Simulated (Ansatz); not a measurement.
**LaP: response to strain**

Aim: deform LaP (equal xx and yy strain of +1 %) and compute stress, forces and field gradients with LAPW, PAW and all-electron datasets made for the crystal.

Method: DFT LDA, scalar-relativistic, in Ansatz 0.2.0.

## (1) The system as given

It takes space group Fm-3m (No. 225, cubic). The conventional cell has a = 6.025 Å, b = 6.025 Å, c = 6.025 Å, α = 90.00°, β = 90.00°, γ = 90.00°. Around La (site symmetry m-3m) lie 6 P at 3.01 Å. P (site symmetry m-3m) is surrounded by 6 La at 3.01 Å.

Structure file:

```cif
data_structure
_symmetry_space_group_name_H-M 'Fm-3m'
_symmetry_Int_Tables_number 225
_cell_length_a 6.0250
_cell_length_b 6.0250
_cell_length_c 6.0250
_cell_angle_alpha 90.000
_cell_angle_beta 90.000
_cell_angle_gamma 90.000
_cell_volume 218.71
loop_
_atom_site_label
_atom_site_type_symbol
_atom_site_symmetry_multiplicity
_atom_site_Wyckoff_symbol
_atom_site_fract_x
_atom_site_fract_y
_atom_site_fract_z
_atom_site_occupancy
La1 La 4 a 0.00000 0.00000 0.00000 1
P1 P 4 b 0.50000 0.00000 0.00000 1
```

The file gives the conventional cell by its symmetry; the runs use the cell typed in the input.

Atoms are numbered in the order of the input: La1, P2.

## (2) After the deformation

Space group Fm-3m before, I4/mmm after.

## (3) LAPW, all electrons

File input.yaml:

```yaml
crystal:
  lattice:
    - [0.0, 3.042625, 3.0125]
    - [3.042625, 0.0, 3.0125]
    - [3.042625, 3.042625, 0.0]
  atoms:
    - { symbol: La, position: [0.0, 0.0, 0.0] }
    - { symbol: P, position: [0.5, 0.5, 0.5] }
kpoints:
  mp_grid: { grid: [10, 10, 10] }
  band_path:
    path:
      - [0.0, 0.0, 0.0]
      - [0.0, 0.5, 0.5]
      - [0.25, 0.75, 0.5]
      - [0.0, 0.5, 0.0]
      - [0.0, 0.0, 0.0]
      - [0.5, 0.5, 0.0]
      - [0.3775125, 0.6224875, 0.0]
      - [-0.3775125, 0.3775125, 0.0]
      - [0.0, 0.0, 0.0]
    npoints: 5
scf:
  occupations: { method: fermi_dirac, width: 0.03 }
hamiltonian:
  xc: lda
  pseudopotentials: { kind: all_electron, lapw: { basis_error: 0.001 } }
output:
  forces: true
  stress: true
  eigenvalues: true
```

On the command line:

```console
> ansatz run input.yaml --threads 1 --pin off --max-ram 3072MiB --backend cpu --events-out ev --progress --plain --runs-dir out
```

## (4) PAW on the default files

File input.yaml:

```yaml
crystal:
  lattice:
    - [0.0, 3.042625, 3.0125]
    - [3.042625, 0.0, 3.0125]
    - [3.042625, 3.042625, 0.0]
  atoms:
    - { symbol: La, position: [0.0, 0.0, 0.0] }
    - { symbol: P, position: [0.5, 0.5, 0.5] }
kpoints:
  mp_grid: { grid: [10, 10, 10] }
scf:
  occupations: { method: fermi_dirac, width: 0.03 }
hamiltonian:
  xc: lda
  pseudopotentials: { kind: paw }
output:
  forces: true
  stress: true
  eigenvalues: true
  efg: { contact_densities: true }
  write_density: true
  write_potential: true
  elf: true
  volumetric_format: npy
```

## (5) All-electron PAW on datasets made for the crystal

input.yaml, as its differences from that of step 4:

```diff
@@ -14,3 +14,3 @@
   xc: lda
-  pseudopotentials: { kind: paw }
+  pseudopotentials: { kind: all_electron, datasets: crystal }
 output:
@@ -20,5 +20 @@
   efg: { contact_densities: true }
-  write_density: true
-  write_potential: true
-  elf: true
-  volumetric_format: npy
```

(Steps that only read results are left out.)

What does the calculation give? Wanted: pressure; largest shear or deviatoric stress.

**Answer**, as computed:

| quantity | value |
| --- | --- |
| pressure | LAPW -4.49, PAW -4.52, crystal datasets -4.49 GPa |
| largest shear or deviatoric stress (LAPW) | 0.81 GPa |

In words: The largest part of the stress beyond the pressure is 0.81 GPa in size, in the zz component; the atoms are carried along and not relaxed. No run of the undeformed cell stands beside it, so the pressure holds what the given cell had before the change. PAW: stress within 0.03 GPa of LAPW. Crystal datasets: stress within 0.01 GPa of LAPW. Spin-orbit coupling is left out, though the cell holds La; in elements this heavy it can shift bands and gaps by tenths of an eV.
